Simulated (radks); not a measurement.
# W in [Xe] 4f14 5d4 6s1 5f1: an all-electron calculation

Wanted: eigenvalues, radial structure and energy terms of neutral tungsten.

Program: radks (a radial shooting solver on a logarithmic mesh, Libxc functionals) version 1. Level of theory: scalar-relativistic Kohn-Sham, PBE, spin-polarised, spherical densities, finite nucleus; open shells are filled with parallel spins first. These are calculated values, not measurements, unless marked.

## Step 1: The system

* element: tungsten (Z = 74)
* charge: 0
* electrons: 74
* configuration: [Xe] 4f14 5d4 6s1 5f1
* nuclear rms radius: 5.3658 fm

Outer shells as boxes (Hund's rule):

W
```
[Xe] core
4f [↑↓][↑↓][↑↓][↑↓][↑↓][↑↓][↑↓]
5d [↑ ][↑ ][↑ ][↑ ][  ]
6s [↑ ]
5f [↑ ][  ][  ][  ][  ][  ][  ]
```

## Step 2: The calculation

Input:

```text
Z 74
configuration [Xe] 4f14 5d4 6s1 5f1
relativity scalar-relativistic
functional pbe,pbe
spin polarised
nucleus finite rms 5.3658 fm
c 137.035999084
```

Launch:

```bash
$ python run_ks.py task.json out
```

This one command runs every case of the session in turn.

**Question.** What will this run give?

**Answer**, as computed:

| quantity | value |
| --- | --- |
| total energy | -16139.8325 hartree |
| exchange-correlation share of it | 2.00 % |
| −T/E | 1.1015 |
| highest occupied level | 5f up, -0.475 eV |
| most extended occupied level | 5f up, <r> = 16.4 bohr |
| radius at density 0.001 e/bohr³ | 4.26 bohr |
| maxima of the radial density | 5 |

**Reading.** 6 principal shells are occupied and 5 maxima appear in the radial density; where shells overlap, one shows as a shoulder or not at all. Relativity lifts −T/E to 1.101. This is not the tabulated ground configuration, so its levels and sizes aren't those of the ground state, and no measured value stands beside it.
